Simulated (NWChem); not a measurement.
# HOI (hypoiodous acid) at MP2/def2-TZVPP (core potential), part 2 of 2

NWChem 7.3.0.

### 3 The doublet cation: a single-point energy at UMP2/def2-TZVPP (core potential)

hio.nw

```
echo
start hio
memory total 2200 mb
charge 1

geometry noautosym nocenter noautoz
  O       -0.376230      -0.467640      -0.253400
  I        1.247110       0.130190       0.697040
  H       -0.870890       0.337450      -0.443630
end

basis spherical bse
  * library def2-TZVPP
end

ecp bse
  I library def2-TZVPP
end

scf
  doublet
  uhf
  thresh 1e-08
  maxiter 80
end

mp2
  freeze core 5
  tight
end

task mp2 energy
```

Started as:

```sh
$ nwchem hio.nw > hio.out
```

Output:

```text
============================== echo of input deck ==============================
echo
start hio
memory total 2200 mb
charge 1

geometry noautosym nocenter noautoz
  O       -0.376230      -0.467640      -0.253400
  I        1.247110       0.130190       0.697040
  H       -0.870890       0.337450      -0.443630
end

basis spherical bse
  * library def2-TZVPP
end

ecp bse
  I library def2-TZVPP
end

scf
  doublet
  uhf
  thresh 1e-08
  maxiter 80
end

mp2
  freeze core 5
  tight
end

task mp2 energy
================================================================================

             Northwest Computational Chemistry Package (NWChem) 7.3.0
             --------------------------------------------------------

           Job information
           ---------------

    nwchem branch   = 7.3.0
    use scalapack   = T
    input           = hio.nw
    prefix          = hio.
    data base       = ./hio.db
    status          = startup
    nproc           =        1

           Memory information
           ------------------

    heap     =     72089598 doubles =      550.0 Mbytes
    stack    =     72089595 doubles =      550.0 Mbytes
    global   =    144179200 doubles =     1100.0 Mbytes (distinct from heap & stack)
    total    =    288358393 doubles =     2200.0 Mbytes
    verify   = yes
    hardfail = no

           Directory information
           ---------------------

  0 permanent = .
  0 scratch   = .

                                NWChem Input Module
                                -------------------

 Scaling coordinates for geometry "geometry" by  1.889725989
 (inverse scale =  0.529177249)

                             Geometry "geometry" -> ""
                             -------------------------

 Output coordinates in angstroms (scale by  1.889725989 to convert to a.u.)

  No.       Tag          Charge          X              Y              Z
 ---- ---------------- ---------- -------------- -------------- --------------
    1 O                    8.0000    -0.37623000    -0.46764000    -0.25340000
    2 I                   53.0000     1.24711000     0.13019000     0.69704000
    3 H                    1.0000    -0.87089000     0.33745000    -0.44363000

      Atomic Mass
      -----------

      O                 15.994910
      I                126.900400
      H                  1.007825

 Effective nuclear repulsion energy (a.u.)     129.6812259834

            Nuclear Dipole moment (a.u.)
            ----------------------------
        X                 Y               Z
 ---------------- ---------------- ----------------
   117.5713810781     6.6072379465    65.1431822989

            XYZ format geometry
            -------------------
     3
 geometry
 O                    -0.37623000    -0.46764000    -0.25340000
 I                     1.24711000     0.13019000     0.69704000
 H                    -0.87089000     0.33745000    -0.44363000

 ==============================================================================
                                internuclear distances
 ------------------------------------------------------------------------------
       center one      |      center two      | atomic units |  angstroms
 ------------------------------------------------------------------------------
    2 I                |   1 O                |     3.72998  |     1.97382
    3 H                |   1 O                |     1.82145  |     0.96387
 ------------------------------------------------------------------------------
                         number of included internuclear distances:          2
 ==============================================================================

 ==============================================================================
                                 internuclear angles
 ------------------------------------------------------------------------------
        center 1       |       center 2       |       center 3       |  degrees
 ------------------------------------------------------------------------------
    2 I                |   1 O                |   3 H                |   105.31
 ------------------------------------------------------------------------------
                            number of included internuclear angles:          1
 ==============================================================================

 Summary of "ao basis" -> "" (spherical)
 ------------------------------------------------------------------------------
       Tag                 Description            Shells   Functions and Types
 ---------------- ------------------------------  ------  ---------------------
 *                         def2-TZVPP                 on all atoms

                 ECP       "ecp basis" -> "" (cartesian)
                -----
  [basis functions not shown]

                      Basis "ao basis" -> "ao basis" (spherical)
                      -----
  [basis functions not shown]

 Summary of "ao basis" -> "ao basis" (spherical)
 ------------------------------------------------------------------------------
       Tag                 Description            Shells   Functions and Types
 ---------------- ------------------------------  ------  ---------------------
 O                         def2-TZVPP               11       31   5s3p2d1f
 I                         def2-TZVPP               16       50   6s5p3d2f
 H                         def2-TZVPP                6       14   3s2p1d

                                 NWChem SCF Module
                                 -----------------

[... 41 lines left out ...]
         Quadratically convergent UHF
[... 1 line left out ...]
 Convergence threshold     :          1.000E-08
[... 11 lines left out ...]
  ga_iter_lsolve: convergence stagnant ... aborting solve
[... 3 lines left out ...]
       Final UHF  results
[... 2 lines left out ...]
         Total SCF energy =   -371.756212024557
      One electron energy =   -737.630101726271
      Two electron energy =    302.383143491845
 Nuclear repulsion energy =     63.490746209868
[... 7 lines left out ...]
          Final alpha eigenvalues
[... 31 lines left out ...]
          Final beta eigenvalues
[... 31 lines left out ...]
                    UHF Final Alpha Molecular Orbital Analysis
[... 206 lines left out ...]
                     UHF Final Beta Molecular Orbital Analysis
[... 212 lines left out ...]
 center of mass
 --------------
 x =   1.98769220 y =   0.12319581 z =   1.10248393

 moments of inertia (a.u.)
 ------------------
          68.042936671910         -47.330652434035         -85.420556812956
         -47.330652434035         196.716958487035         -27.808735203002
         -85.420556812956         -27.808735203002         165.469836961293

  Mulliken analysis of the total density
  --------------------------------------

    Atom       Charge   Shell Charges
 -----------   ------   -------------------------------------------------------
    1 O    8     8.32   0.79  1.18  0.59  0.98  0.30  1.77  1.96  0.71  0.00  0.02  0.00
    2 I   25    23.97   0.19 -0.77  1.59  1.00  1.23  0.71 -0.49  6.43  1.22  2.34  0.37  9.25  0.77  0.09  0.00  0.03
    3 H    1     0.71   0.24  0.37  0.01  0.02  0.06  0.01

  Mulliken analysis of the alpha density
  --------------------------------------

    Atom       Charge   Shell Charges
 -----------   ------   -------------------------------------------------------
    1 O    8     4.15   0.40  0.59  0.30  0.49  0.14  0.90  0.98  0.34  0.00  0.01  0.00
    2 I   25    12.49   0.09 -0.39  0.79  0.50  0.62  0.36 -0.25  3.23  0.76  1.48  0.22  4.62  0.39  0.05  0.00  0.02
    3 H    1     0.35   0.12  0.18  0.01  0.01  0.03  0.00

   Mulliken analysis of the beta density
   -------------------------------------

    Atom       Charge   Shell Charges
 -----------   ------   -------------------------------------------------------
    1 O    8     4.16   0.40  0.59  0.29  0.49  0.15  0.87  0.98  0.37  0.00  0.01  0.00
    2 I   25    11.48   0.09 -0.39  0.79  0.50  0.61  0.36 -0.24  3.21  0.46  0.86  0.15  4.63  0.38  0.05  0.00  0.02
    3 H    1     0.36   0.12  0.19  0.01  0.01  0.03  0.00

   Mulliken analysis of the spin density
   -------------------------------------

    Atom       Charge   Shell Charges
 -----------   ------   -------------------------------------------------------
    1 O    8    -0.01   0.00 -0.00  0.00  0.00 -0.01  0.02  0.00 -0.04 -0.00 -0.00 -0.00
    2 I   25     1.01  -0.00  0.00 -0.00 -0.00  0.01  0.00 -0.01  0.02  0.30  0.62  0.07 -0.02  0.02  0.00 -0.00 -0.00
    3 H    1    -0.00  -0.00 -0.00 -0.00  0.00 -0.00  0.00

       Multipole analysis of the density wrt the origin
       ------------------------------------------------

     L   x y z        total         alpha         beta         nuclear
     -   - - -        -----         -----         ----         -------
     0   0 0 0      1.000000    -17.000000    -16.000000     34.000000

     1   1 0 0      1.922779    -26.031954    -23.629155     51.583888
[... 8 lines of this table left out ...]
     2   0 0 2    -18.103840    -34.500966    -29.516473     45.913599

                   NWChem MP2 Semi-direct Energy/Gradient Module
                   ---------------------------------------------

  Basis functions       =     95
  Molecular orbitals    =     95
  Frozen core           =      5
  Frozen virtuals       =      0
  Active alpha occupied =     12
  Active beta occupied  =     11
  Active alpha virtual  =     78
  Active beta virtual   =     79
  Use MO symmetry       = F
  Use skeleton AO sym   = F

  AO/Fock/Back tols     =   1.0D-11  1.0D-11  1.0D-11

 GA uses MA = F    GA memory limited = T

 Available:
  local mem=  1.26D+08
 global mem=  1.44D+08
 local disk=  0.00D+00
   1 passes of  12:        5242880                      65192                  14492248.
   1 passes of  12: M    126139394           G      144161150           F     120896514.

 Semi-direct pass number   1 of   1  for UHF alpha       at       62.3s
 Done moints_semi at       65.2s
 Done maket at       65.3s
 Done multipass loop at       65.3s

 GA uses MA = F    GA memory limited = T

 Available:
  local mem=  1.26D+08
 global mem=  1.44D+08
 local disk=  0.00D+00
   1 passes of  11:        5242880                      61843                  13455986.
   1 passes of  11: M    126139394           G      144161150           F     120896514.

 Semi-direct pass number   1 of   1  for UHF beta        at       65.4s
 Done moints_semi at       68.2s
 Done maket at       68.4s
 Done multipass loop at       68.4s

          -------------------------------------------
          SCF energy                -371.756212024557
          Correlation energy          -0.719276672456
          Singlet pairs                0.000000000000
          Triplet pairs                0.000000000000
          Total MP2 energy          -372.475488697014
          -------------------------------------------

          ---------------------------------------------------
                    Spin Component Scaled (SCS) MP2
          Same spin pairs                     -0.236866231195
          Same spin scaling factor             0.333333333333
          Opposite spin pairs                 -0.482410441261
          Opposite spin scaling fact.          1.200000000000
          SCS-MP2 correlation energy          -0.657847939912
          Total SCS-MP2 energy              -372.414059964469
          ---------------------------------------------------

 -----------------------
 Task  times  cpu:       68.3s     wall:       68.3s
 Total times  cpu:       68.4s     wall:       68.4s
```

Run time: 69 s. Hardware: 1 thread of Intel Xeon 6975P-C (Granite Rapids), shared host; peak memory 0.26 GiB.

### 4 Summary of results

What follows sums up all 2 parts.

Level: MP2/def2-TZVPP (core potential), 5 core orbitals frozen.

| quantity | value |
| --- | --- |
| singlet HOI: total energy | -372.84102 Eh |
| singlet HOI: dipole moment (of the density that the program reports) | 1.47 D |
| singlet HOI: correlation energy (5 core orbitals frozen) | -743.7 mEh |
| singlet HOI: largest force on an atom | 0.233 eV/Å |
| doublet cation: total energy | -372.47549 Eh |
| doublet cation: HOMO energy (Hartree–Fock orbitals) (highest over α and β) | -18.05 eV |
| doublet cation: LUMO energy (Hartree–Fock orbitals) (lowest over α and β) | -8.44 eV |
| doublet cation: correlation energy (5 core orbitals frozen) | -719.3 mEh |
| doublet cation: ⟨S²⟩ of the reference determinant | 0.768 |
| vertical ionisation energy (to the doublet cation) | 9.947 eV |

**Reading.** The vertical ionisation energy comes to 9.95 eV (960 kJ/mol). Mulliken charges (singlet HOI) run from -0.48 on O1 to +0.24 on I2; they depend strongly on the basis.
